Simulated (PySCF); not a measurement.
# Ta(NH)(OMe)3: geometry, NMR shifts and electronic excitations

Aim: predict the NMR shifts and electronic excitations of Ta(NH)(OMe)3 (`C[O][Ta](=[NH])([O]C)[O]C`).

The runs use PySCF 2.14.0, with density-fitted response routines of our own; the level of theory stands in each step. All values are computed, except where a source is named. Atoms are numbered from 0 throughout.

## Step 1: Starting geometry

18 atoms, charge 0, multiplicity 1; geometry from: GFN2-xTB. The atoms were then displaced at random by about 0.03 Å, so the start is not that level's minimum.

Bonds of the start (Å): Ta0–N1 1.77, Ta0–O3 1.88, Ta0–O8 1.95, Ta0–O13 1.93, N1–H2 0.99, O3–C4 1.31, C4–H5 1.12, C4–H6 1.12, C4–H7 1.06, O8–C9 1.36, C9–H10 1.09, C9–H11 1.08, C9–H12 1.09, O13–C14 1.38, C14–H15 1.12, C14–H16 1.04, C14–H17 1.12.

## Step 2: Optimising the geometry at PBE0-D3(BJ)/def2-SVP

What the job is given:

```
{"job": {"xc": "PBE0", "basis": "def2-SVP", "d3": "d3bj", "grid": 1, "maxiter": 40, "shake": 0.03, "kind": "geom"}, "charge": 0, "multiplicity": 1}
Ta     0.079990    -0.070860     0.089440
N      0.010850    -0.041740     1.862840
H     -0.007420    -0.056990     2.851790
O      1.659150    -0.803860    -0.608630
C      2.750370    -1.504200    -0.449730
H      2.901560    -1.699930     0.637760
H      3.623760    -0.873430    -0.771800
H      2.798620    -2.406570    -1.003370
O     -0.069040     1.797630    -0.462500
C     -0.145530     3.131470    -0.210580
H     -0.129790     3.299780     0.870430
H     -1.056310     3.556910    -0.615770
H      0.618280     3.697180    -0.738980
O     -1.540170    -0.910600    -0.529080
C     -2.655800    -1.674010    -0.272960
H     -2.822240    -1.636040     0.831630
H     -2.538840    -2.633960    -0.658940
H     -3.533770    -1.153860    -0.743810
```

Command:

```bash
OMP_NUM_THREADS=1 python probes_run.py task.json out
```

The driver reads the jobs from task.json and runs them one after another.

Log:

```text
step   0  E = -457.17213970  max force = 0.074444
step   1  E = -457.19190937  max force = 0.019944
step   2  E = -457.19397237  max force = 0.009501
step   3  E = -457.19447019  max force = 0.004350
step   4  E = -457.19458648  max force = 0.003485
step   5  E = -457.19466100  max force = 0.001416
step   6  E = -457.19474399  max force = 0.001347
step   7  E = -457.19479689  max force = 0.001043
step   8  E = -457.19482727  max force = 0.000684
step   9  E = -457.19483776  max force = 0.000516
step  10  E = -457.19484289  max force = 0.000944
step  11  E = -457.19484302  max force = 0.001348
step  12  E = -457.19485403  max force = 0.001056
step  13  E = -457.19487092  max force = 0.000386
step  14  E = -457.19487183  max force = 0.000424
optimisation converged
```

Run time: 16 min. Hardware: 1 thread of AMD EPYC, shared host; peak memory 0.74 GiB.

Relaxation path:

| step | energy from step 0 (eV) | largest force component (eV/Å) |
| --- | --- | --- |
| 0 | 0.0000 | 3.8281 |
| 1 | -0.5380 | 1.0256 |
| 2 | -0.5941 | 0.4886 |
| 3 | -0.6076 | 0.2237 |
| 4 | -0.6108 | 0.1792 |
| 5 | -0.6128 | 0.0728 |
| 6 | -0.6151 | 0.0693 |
| 7 | -0.6165 | 0.0536 |
| 8 | -0.6174 | 0.0352 |
| 9 | -0.6176 | 0.0265 |
| 10 | -0.6178 | 0.0485 |
| 11 | -0.6178 | 0.0693 |
| 12 | -0.6181 | 0.0543 |
| 13 | -0.6185 | 0.0198 |
| 14 | -0.6186 | 0.0218 |

Distances of close pairs at the start and the end, largest changes first:

| bond | before (Å) | after (Å) | change (Å) |
| --- | --- | --- | --- |
| O3–C4 | 1.306 | 1.390 | +0.084 |
| C14–H16 | 1.041 | 1.104 | +0.062 |
| Ta0–O8 | 1.954 | 1.905 | -0.049 |
| C4–H7 | 1.060 | 1.104 | +0.044 |
| O8–C9 | 1.360 | 1.390 | +0.030 |
| Ta0–O3 | 1.876 | 1.905 | +0.029 |
| Ta0–O13 | 1.927 | 1.903 | -0.023 |
| N1–H2 | 0.989 | 1.012 | +0.023 |

The next job starts from the end point, and lists it.

| at the end point | value |
| --- | --- |
| rotational constants (GHz, main isotopes) | 1.288, 1.286, 0.799 |
| dipole moment (D) | 0.94 |

## Step 3: Shielding tensors: PBE0/def2-TZVP+pcSseg-1

What the job is given:

```
{"job": {"kind": "nmr", "xc": "PBE0", "basis": {"default": "pcSseg-1", "Ta": "def2-TZVP"}}, "charge": 0, "multiplicity": 1}
Ta    -0.001604     0.005126    -0.013894
N      0.052773    -0.019549     1.760551
H      0.075225    -0.040493     2.771902
O      1.635283    -0.708314    -0.677382
C      2.867181    -1.273788    -0.369295
H      3.041764    -1.297908     0.720911
H      3.681923    -0.694951    -0.837353
H      2.921931    -2.307479    -0.751880
O     -0.224097     1.807941    -0.586676
C     -0.344888     3.140170    -0.210705
H     -0.307000     3.257888     0.886690
H     -1.302155     3.555248    -0.570598
H      0.470983     3.738710    -0.651530
O     -1.471277    -1.054541    -0.596965
C     -2.557131    -1.853266    -0.264340
H     -2.673956    -1.945970     0.829979
H     -2.433128    -2.865610    -0.686005
H     -3.488158    -1.426293    -0.675669
```

Method: GIAO PBE0/pcSseg-1 Ta:def2-TZVP NMR shielding, scalar relativity only through core potentials, gas phase.

Log:

```text
coarse grid: 69800 points
cycle   1  E = -457.1131519766  dE = -1.990e+01  |g| = 1.259e+00  |ddm| = 8.721e+00
cycle   2  E = -456.7933114394  dE =  3.198e-01  |g| = 1.786e+00  |ddm| = 2.663e+00
cycle   3  E = -457.4372162821  dE = -6.439e-01  |g| = 3.179e-01  |ddm| = 1.749e+00
cycle   4  E = -457.4516191023  dE = -1.440e-02  |g| = 1.770e-01  |ddm| = 2.693e-01
cycle   5  E = -457.4569374926  dE = -5.318e-03  |g| = 8.000e-02  |ddm| = 1.262e-01
cycle   6  E = -457.4583452569  dE = -1.408e-03  |g| = 1.465e-02  |ddm| = 5.617e-02
cycle   7  E = -457.4583923355  dE = -4.708e-05  |g| = 2.972e-03  |ddm| = 9.934e-03
cycle   8  E = -457.4583945621  dE = -2.227e-06  |g| = 3.084e-04  |ddm| = 2.526e-03
final grid: 147520 points
cycle   9  E = -457.4584148606  dE = -2.505e-08  |g| = 4.047e-04  |ddm| = 8.866e-04
cycle  10  E = -457.4584147911  dE =  6.951e-08  |g| = 7.312e-04  |ddm| = 6.598e-04
cycle  11  E = -457.4584148932  dE = -1.021e-07  |g| = 5.955e-05  |ddm| = 4.163e-04
cycle  12  E = -457.4584148938  dE = -5.954e-10  |g| = 2.358e-05  |ddm| = 4.263e-05
converged SCF energy = -457.4584148938

GIAO shielding tensors (ppm)
atom      isotropic    diamagn.    paramagn.     s11        s22        s33       span
  0 Ta         nan         nan         nan        nan        nan        nan        nan
  1 N      -21.896     322.506    -344.402   -149.748   -148.741    232.801    382.550
  2 H       28.187      32.950      -4.763     23.089     23.104     38.368     15.279
  3 O      147.573     401.667    -254.094    -43.342    212.739    273.323    316.666
  4 C      119.246     240.654    -121.408     83.060     93.855    180.822     97.762
  5 H       26.874      28.656      -1.782     24.017     25.524     31.081      7.065
  6 H       27.200      27.344      -0.143     23.756     25.123     32.722      8.966
  7 H       27.160      27.501      -0.341     23.722     25.134     32.623      8.902
  8 O      147.661     401.656    -253.995    -42.853    212.534    273.302    316.155
  9 C      119.275     240.623    -121.348     83.094     93.906    180.824     97.731
 10 H       26.876      28.642      -1.766     24.014     25.527     31.087      7.073
 11 H       27.178      27.395      -0.217     23.734     25.124     32.676      8.942
 12 H       27.180      27.412      -0.232     23.740     25.125     32.673      8.933
 13 O      149.748     401.757    -252.009    -33.950    211.545    271.650    305.600
 14 C      119.692     240.585    -120.893     84.291     93.807    180.979     96.688
 15 H       26.891      28.621      -1.730     24.006     25.488     31.178      7.172
 16 H       27.190      27.430      -0.240     23.722     25.150     32.698      8.976
 17 H       27.198      27.398      -0.201     23.733     25.150     32.711      8.978
```

Run time: 2.3 min. Hardware: 1 thread of AMD EPYC, shared host; peak memory 1.2 GiB.

The references, computed at this level on geometries of the same kind, shield at (ppm): 1H TMS 31.27, 13C TMS 184.4, 15N NH3 265.7, 17O H2O 334.6. Their shielding less the atom's gives the shift. The references are single molecules in the gas phase, so shifts against H2O, NH3, PH3, H3PO4 or CFCl3 are not on the usual liquid scales and can be off by tens of ppm. Atoms listed in one row are averaged.

| atoms | environment | σ (ppm) | δ (ppm) |
| --- | --- | --- | --- |
| C4, C9, C14 | carbon bonded to O, 3 H | 119.4 | 65.0 |
| H5, H6, H7, H10, H11 and 4 more | hydrogen on a carbon bonded to O | 27.08 | 4.18 |
| H2 | hydrogen on a nitrogen bonded to Ta | 28.19 | 3.08 |
| N1 | nitrogen bonded to Ta, H | -21.9 | 287.6 |
| O3, O8, O13 | oxygen bonded to C, Ta | 148.3 | 186.2 |

Atoms past Kr carry core potentials, so their printed shieldings have no meaning and are left out of the table.

The run also stored atomic charges by several schemes (e):

| atoms | Mulliken | ESP fit |
| --- | --- | --- |
| Ta0 | 1.27 | 1.37 |
| N1 | -0.50 | -0.89 |
| O3, O8, O13 | -0.63 | -0.47 |
| C4, C9, C14 | 0.01 | -0.01 |

Mayer bond orders: Ta0–N1 2.21, Ta0–O3 1.04, Ta0–O8 1.04, Ta0–O13 1.04, O3–C4 0.90, O8–C9 0.90, O13–C14 0.90.

With diffuse functions Mulliken charges and Mayer bond orders lose their meaning; the other schemes are steadier.

The fields below are evaluated on a grid from the run's orbitals.

Frontier orbitals at PBE0/def2-TZVP+pcSseg-1, with the share of their density that lies nearest to each atom:

| orbital | energy (eV) | lies on |
| --- | --- | --- |
| HOMO | -7.30 | N1 65 %; Ta0 11 %; O13 9 % |
| LUMO | 0.49 | N1 11 %; O3, O8, O13 about 11 % each; Ta0 10 % |

ELF in a plane through or near 9 of the atoms.

Ten even steps from '0' (0.00) to '9' (1.00):
```
0000000000000000000000000000
0000000000000000000000000000
0000000000035200000000000000
0000000000499980000000000000
0000003996599970000000000000
0000008999526200000000000000
0000006998566531000000000000
0000000000575872000019960000
0000000002687410363059996000
0000000000003772787569994000
0000000001322772755726510000
0000000004887310675289982000
0000017622727840120099993000
0000089996364320000048720000
0000069996783000000000000000
0000002217999600000000000000
0000000006999400000000000000
0000000000110000000000000000
0000000000000000000000000000
0000000000000000000000000000
```
The map spans 12.6 Å across and 12.6 Å up, centred on the molecule. Atoms in the plane (x, y in Å): O3 (-0.8, 1.6), H6 (-0.8, 3.7), H7 (-2.4, 2.9), O8 (1.8, -0.2), H11 (3.6, -1.2), H12 (3.7, 0.6), O13 (-1.0, -1.5), H16 (-2.8, -2.5), H17 (-1.3, -3.5).

log10 of the density (e/Å³) in the same plane.

Ten even steps from '0' (-4.0) to '9' (1.7):
```
0000000000000000000000000000
0000000000111100000000000000
0000000112233321000000000000
0000001334455532000000000000
0000013455677543100000000000
0000123577776543100000000000
0000023566677654211112110000
0000012345679765433334432100
0000000134577665555556653100
0000000123456776787677654200
0000000134556776798777653200
0000012345677655666667653100
0000124556798654444456543100
0000235777776543222234332000
0000235677775432000112110000
0000123456675421000000000000
0000011234554320000000000000
0000000012222100000000000000
0000000000000000000000000000
0000000000000000000000000000
```
The map spans 12.6 Å across and 12.6 Å up, centred on the molecule. Atoms in the plane (x, y in Å): O3 (-0.8, 1.6), H6 (-0.8, 3.7), H7 (-2.4, 2.9), O8 (1.8, -0.2), H11 (3.6, -1.2), H12 (3.7, 0.6), O13 (-1.0, -1.5), H16 (-2.8, -2.5), H17 (-1.3, -3.5).

On the surface of density 0.002 e/bohr³ the electrostatic potential runs, from the 1st to the 99th percentile, from -1.06 V near O8 to 1.21 V near Ta0.

## Step 4: Excited states and response: PBE0/def2-SVPD

The job, as its differences from that of step 3:

```diff
@@ -1,2 +1,2 @@
-{"job": {"kind": "nmr", "xc": "PBE0", "basis": {"default": "pcSseg-1", "Ta": "def2-TZVP"}}, "charge": 0, "multiplicity": 1}
+{"job": {"kind": "uv", "xc": "PBE0", "basis": "def2-SVPD", "ip": false, "nstates": 10}, "charge": 0, "multiplicity": 1}
 Ta    -0.001604     0.005126    -0.013894
```

Level: TDDFT PBE0/def2-SVPD, vertical, gas phase, core orbitals frozen in the response.

Log:

```text
coarse grid: 69800 points
cycle   1  E = -456.5899953394  dE = -1.207e+01  |g| = 1.561e+00  |ddm| = 9.726e+00
cycle   2  E = -455.8060749669  dE =  7.839e-01  |g| = 2.364e+00  |ddm| = 4.208e+00
cycle   3  E = -457.1818048969  dE = -1.376e+00  |g| = 3.573e-01  |ddm| = 2.528e+00
cycle   4  E = -457.1896757631  dE = -7.871e-03  |g| = 3.001e-01  |ddm| = 6.781e-01
cycle   5  E = -457.2086099630  dE = -1.893e-02  |g| = 4.331e-02  |ddm| = 3.004e-01
cycle   6  E = -457.2090205559  dE = -4.106e-04  |g| = 1.451e-02  |ddm| = 5.111e-02
cycle   7  E = -457.2090613331  dE = -4.078e-05  |g| = 6.877e-03  |ddm| = 1.596e-02
cycle   8  E = -457.2090715441  dE = -1.021e-05  |g| = 1.126e-03  |ddm| = 6.743e-03
cycle   9  E = -457.2090718125  dE = -2.683e-07  |g| = 1.127e-04  |ddm| = 1.394e-03
final grid: 147520 points
cycle  10  E = -457.2090708940  dE = -4.937e-08  |g| = 2.335e-04  |ddm| = 5.547e-03
cycle  11  E = -457.2090708274  dE =  6.657e-08  |g| = 5.857e-04  |ddm| = 7.472e-04
cycle  12  E = -457.2090709065  dE = -7.916e-08  |g| = 3.851e-05  |ddm| = 4.913e-04
cycle  13  E = -457.2090709068  dE = -2.407e-10  |g| = 1.804e-05  |ddm| = 5.868e-05
converged SCF energy = -457.2090709068

Static polarisability (au): isotropic 103.348, principal 91.142 109.394 109.508

Singlet excitations
state   eV       nm        f      main configurations
  1   5.9711    207.6   0.00002   H->L+1 0.27, H-1->L+2 0.26, H->L+2 0.18
  2   6.1692    201.0   0.00220   H-1->L+2 0.28, H->L+1 0.28, H-1->L+1 0.17
  3   6.1725    200.9   0.00324   H->L+2 0.29, H-1->L+1 0.28, H->L+1 0.17
  4   6.4143    193.3   0.04778   H->L 0.87
  5   6.4232    193.0   0.04772   H-1->L 0.85
  6   6.4399    192.5   0.02411   H->L+2 0.23, H-1->L+1 0.22, H-1->L+2 0.17
  7   6.7470    183.8   0.00003   H->L+5 0.17, H->L+7 0.15, H-1->L+4 0.15
  8   6.8659    180.6   0.00065   H-2->L+1 0.30, H-3->L+2 0.13, H-4->L+1 0.12
  9   6.8703    180.5   0.00056   H-2->L+2 0.24, H-3->L+1 0.14, H-4->L+2 0.12
 10   6.9067    179.5   0.00429   H-1->L+3 0.31, H-2->L+1 0.11, H-2->L+2 0.09

Triplet excitations (Tamm-Dancoff, eV): 5.2442 5.5786 5.5805 5.9289
```

It took 3.7 min on 1 thread of AMD EPYC, shared host; peak memory 1.2 GiB.

Frontier orbitals and where they lie:

| orbital | eV | atoms |
| --- | --- | --- |
| HOMO−3 | -8.11 | O8 21 %, O3 20 %, O13 18 % |
| HOMO−2 | -7.96 | O8 23 %, O3 22 %, O13 21 % |
| HOMO−1 | -7.47 | N1 57 %, Ta0 20 %, O8 7 % |
| HOMO | -7.47 | N1 57 %, Ta0 20 %, O13 9 % |
| LUMO | 0.15 | Ta0 43 %, C14 7 %, C4 7 % |
| LUMO+1 | 0.40 | Ta0 58 %, O3 12 %, O13 9 % |
| LUMO+2 | 0.40 | Ta0 58 %, O8 12 %, O13 8 % |

With each of the 10 states as a Gaussian band of 0.4 eV half-width at 1/e, the curve within the window shown has maxima at 193 nm (ε 5,000) L/(mol cm). Beyond the last state computed it falls off for lack of states. The curve at chosen wavelengths:

(nm, ε (L/mol/cm)): (172, 228), (174, 389), (177, 803), (179, 1233), (181, 1796), (184, 2838), (186, 3572), (188, 4235), (191, 4903), (193, 5044), (195, 4924), (198, 4333), (200, 3759), (202, 3126), (204, 2499), (207, 1669), (209, 1224), (211, 870), (214, 495), (216, 330), (218, 215), (221, 108), (223, 67), (225, 41), (228, 19), (230, 11)

Leading natural transition orbitals of singlet state 4: the hole lies on N1 67 %; Ta0 11 %; O13 7 %; the particle on Ta0 14 %; N1 12 %; O3, O8, O13 about 8 % each.

Leading natural transition orbitals of singlet state 1: the hole lies on N1 68 %; Ta0 12 %; H2 7 %; the particle on Ta0 56 %; N1 13 %; O3, O8, O13 about 7 % each.

Further results of this job:

| property | computed |
| --- | --- |
| dipole moment (D) | 0.59 |
| polarisability (Å³) | 15.31 |
| HOMO–LUMO gap (eV) | 7.62 |
| −ε(HOMO) (eV) | 7.47 |

## Step 5: Shielding tensors: B3LYP/def2-TZVP+pcSseg-1

The job, as its differences from that of step 4:

```diff
@@ -1,2 +1,2 @@
-{"job": {"kind": "uv", "xc": "PBE0", "basis": "def2-SVPD", "ip": false, "nstates": 10}, "charge": 0, "multiplicity": 1}
+{"job": {"kind": "nmr", "xc": "B3LYP", "basis": {"default": "pcSseg-1", "Ta": "def2-TZVP"}, "pop": false}, "charge": 0, "multiplicity": 1}
 Ta    -0.001604     0.005126    -0.013894
```

Level: GIAO B3LYP/pcSseg-1 Ta:def2-TZVP NMR shielding, scalar relativity only through core potentials, gas phase.

Log:

```text
coarse grid: 69800 points
cycle   1  E = -457.5640731453  dE = -1.984e+01  |g| = 1.348e+00  |ddm| = 8.735e+00
cycle   2  E = -457.0238703990  dE =  5.402e-01  |g| = 2.129e+00  |ddm| = 3.195e+00
cycle   3  E = -457.9349060221  dE = -9.110e-01  |g| = 3.448e-01  |ddm| = 2.226e+00
cycle   4  E = -457.9520750273  dE = -1.717e-02  |g| = 1.853e-01  |ddm| = 2.947e-01
cycle   5  E = -457.9569553194  dE = -4.880e-03  |g| = 1.037e-01  |ddm| = 1.413e-01
cycle   6  E = -457.9593273726  dE = -2.372e-03  |g| = 1.885e-02  |ddm| = 7.070e-02
cycle   7  E = -457.9594087371  dE = -8.136e-05  |g| = 3.857e-03  |ddm| = 1.307e-02
cycle   8  E = -457.9594124855  dE = -3.748e-06  |g| = 3.526e-04  |ddm| = 3.343e-03
final grid: 147520 points
cycle   9  E = -457.9594010114  dE = -3.158e-08  |g| = 4.279e-04  |ddm| = 1.082e-03
cycle  10  E = -457.9594008181  dE =  1.934e-07  |g| = 1.024e-03  |ddm| = 9.490e-04
cycle  11  E = -457.9594010508  dE = -2.327e-07  |g| = 1.546e-04  |ddm| = 6.444e-04
cycle  12  E = -457.9594010552  dE = -4.403e-09  |g| = 4.991e-05  |ddm| = 1.094e-04
cycle  13  E = -457.9594010557  dE = -4.749e-10  |g| = 9.090e-06  |ddm| = 3.170e-05
converged SCF energy = -457.9594010557

GIAO shielding tensors (ppm)
atom      isotropic    diamagn.    paramagn.     s11        s22        s33       span
  0 Ta         nan         nan         nan        nan        nan        nan        nan
  1 N      -24.466     322.279    -346.745   -152.565   -151.578    230.746    383.312
  2 H       28.286      33.130      -4.843     23.265     23.279     38.315     15.051
  3 O      138.866     402.214    -263.348    -52.982    204.798    264.780    317.762
  4 C      113.105     239.728    -126.623     75.941     87.542    175.831     99.890
  5 H       26.964      28.837      -1.873     24.252     25.569     31.070      6.819
  6 H       27.275      27.422      -0.147     23.919     25.234     32.672      8.753
  7 H       27.234      27.588      -0.353     23.888     25.237     32.579      8.690
  8 O      138.973     402.206    -263.233    -52.431    204.582    264.767    317.197
  9 C      113.135     239.698    -126.563     75.976     87.595    175.835     99.858
 10 H       26.966      28.822      -1.857     24.249     25.571     31.076      6.827
 11 H       27.253      27.478      -0.225     23.898     25.231     32.629      8.730
 12 H       27.254      27.494      -0.240     23.905     25.232     32.625      8.720
 13 O      141.111     402.275    -261.163    -43.509    203.704    263.138    306.647
 14 C      113.572     239.663    -126.091     77.226     87.508    175.983     98.757
 15 H       26.980      28.799      -1.820     24.238     25.535     31.167      6.930
 16 H       27.264      27.515      -0.251     23.888     25.255     32.650      8.763
 17 H       27.272      27.481      -0.209     23.898     25.256     32.662      8.764
```

It took 1.7 min on 1 thread of AMD EPYC, shared host; peak memory 1.1 GiB.

Key values: δ C4 66.0, N1 288.0, O3 194.4, H5 4.22, H2 3.10 ppm (means over like atoms).

## Step 6: Comparing the runs: NMR shifts

Shifts (ppm), means over like atoms, with basis size and wall time:

| run | C4 | H5 | H2 | N1 | O3 | functions | time |
| --- | --- | --- | --- | --- | --- | --- | --- |
| PBE0/def2-TZVP+pcSseg-1 | 65.0 | 4.18 | 3.08 | 287.6 | 186.2 | 209 | 2.3 min |
| B3LYP/def2-TZVP+pcSseg-1 | 66.0 | 4.22 | 3.10 | 288.0 | 194.4 | 209 | 1.7 min |

## Step 7: What came out

```
                                                                         quantity                        value
                                             rotational constants (main isotopes)         1.29, 1.29, 0.80 GHz
13C shifts against TMS (PBE0/def2-TZVP+pcSseg-1, means over atoms taken as alike)                     65.0 ppm
 1H shifts against TMS (PBE0/def2-TZVP+pcSseg-1, means over atoms taken as alike)               4.18, 3.08 ppm
                                 15N shifts against NH3 (PBE0/def2-TZVP+pcSseg-1)                    287.6 ppm
17O shifts against H2O (PBE0/def2-TZVP+pcSseg-1, means over atoms taken as alike)                    186.2 ppm
                                            surface potential, 1st and 99th percentile           -1.06 V and 1.21 V
                                                  lowest singlet (PBE0/def2-SVPD)  5.97 eV (208 nm), f = 0.000
                                         brightest single state of those computed  state 4, 6.41 eV, f = 0.048
                                                                   lowest triplet                      5.24 eV
                                                         range of the shift of O3           186.2 to 194.4 ppm
```

**Reading.** The start was shaken at random, so part of the energy gained undoes that. Over 14 steps the energy fell by 0.619 eV; of the close pairs, O3–C4 changed most, 1.306 to 1.390 Å. At PBE0/def2-TZVP+pcSseg-1: The widest tensor belongs to N1: span 383 ppm, with a paramagnetic part of -344 ppm. The lowest singlet, at 5.97 eV, is HOMO→LUMO+1 0.27, HOMO−1→LUMO+2 0.26 and is dark; of the 10 states computed, the strongest absorption comes from states 4 to 6 together at 6.41 eV. The lowest triplet lies 0.73 eV below the lowest singlet (triplets in Tamm-Dancoff, singlets in full TDDFT). Spin-orbit coupling, left out, mixes singlets and triplets in elements this heavy. In ppm, O3 (with its like atoms) moves most: its shift spreads over 8.2 ppm, from 186.2 (PBE0/def2-TZVP+pcSseg-1) to 194.4 (B3LYP/def2-TZVP+pcSseg-1). Spin-orbit coupling is left out, which matters for shieldings and couplings at and beside the heavy atoms.
